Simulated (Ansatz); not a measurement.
# SbRh3: the cost of one run

Computed with Ansatz 0.2.0 (DFT PBEsol, scalar-relativistic, plane waves, PAW, unless a step's input says otherwise).

3 further runs of the same task are left out: 1 that didn't finish, 2 set aside as unsound or not needed.

## (1) Starting point

The structure is cubic, space group Pm-3m (No. 221). The conventional cell has a = 3.908 Å, b = 3.908 Å, c = 3.908 Å, α = 90.00°, β = 90.00°, γ = 90.00°. Sb (site symmetry m-3m) has 12 Rh at 2.76 Å as nearest neighbours. Rh (site symmetry 4/mmm) is surrounded by 4 Sb at 2.76 Å and 8 Rh at 2.76 Å.

As a file:

```xyz
4
Lattice="3.9076 0.0000 0.0000 0.0000 3.9076 0.0000 0.0000 0.0000 3.9076" Properties=species:S:1:pos:R:3 pbc="T T T"
Sb    0.0000    0.0000    0.0000
Rh    1.9538    1.9538    0.0000
Rh    1.9538    0.0000    1.9538
Rh    0.0000    1.9538    1.9538
```

It goes back to an entry of the Materials Project, which need not be the stable form.

This cell was relaxed beforehand with the same method: volume 14.92 Å³/atom, gap on the mesh none (metal).

## (2) The reference run

Input file input.yaml:

```yaml
crystal:
  lattice:
    - [3.9076246385, 0.0, 0.0]
    - [0.0, 3.9076246385, 0.0]
    - [0.0, 0.0, 3.9076246385]
  atoms:
    - { symbol: Sb, position: [0.0, 0.0, 0.0] }
    - { symbol: Rh, position: [0.5, 0.5, 0.0] }
    - { symbol: Rh, position: [0.5, 0.0, 0.5] }
    - { symbol: Rh, position: [0.0, 0.5, 0.5] }
basis:
  ecutwfc: 420
kpoints:
  mp_grid: { grid: [10, 10, 10] }
hamiltonian:
  xc: pbesol
scf:
  occupations: { method: fermi_dirac, width: 0.15 }
output:
  forces: true
  stress: true
  eigenvalues: true
elastic:
  mode: relaxed_ion
  stencil: two_point
```

This input was run earlier.

## (3) Changed: strain amplitude 0.02

Input file input.yaml:

```yaml
crystal:
  lattice:
    - [3.9076246385, 0.0, 0.0]
    - [0.0, 3.9076246385, 0.0]
    - [0.0, 0.0, 3.9076246385]
  atoms:
    - { symbol: Sb, position: [0.0, 0.0, 0.0] }
    - { symbol: Rh, position: [0.5, 0.5, 0.0] }
    - { symbol: Rh, position: [0.5, 0.0, 0.5] }
    - { symbol: Rh, position: [0.0, 0.5, 0.5] }
basis:
  ecutwfc: 420
kpoints:
  mp_grid: { grid: [10, 10, 10] }
hamiltonian:
  xc: pbesol
scf:
  occupations: { method: fermi_dirac, width: 0.15 }
output:
  forces: true
  stress: true
  eigenvalues: true
elastic:
  mode: relaxed_ion
  stencil: two_point
  amplitude: 0.02
```

Command:

```bash
ansatz run input.yaml --threads 1 --pin off --max-ram 2560MiB --backend cpu --events-out ev --progress --plain --runs-dir out
```

Q: Estimate wall time and peak memory on 1 thread of Intel Xeon Platinum 8259CL at 2.50GHz (Skylake/Cascade Lake), shared host.

About 1.8 min, with a peak of 0.68 GiB.
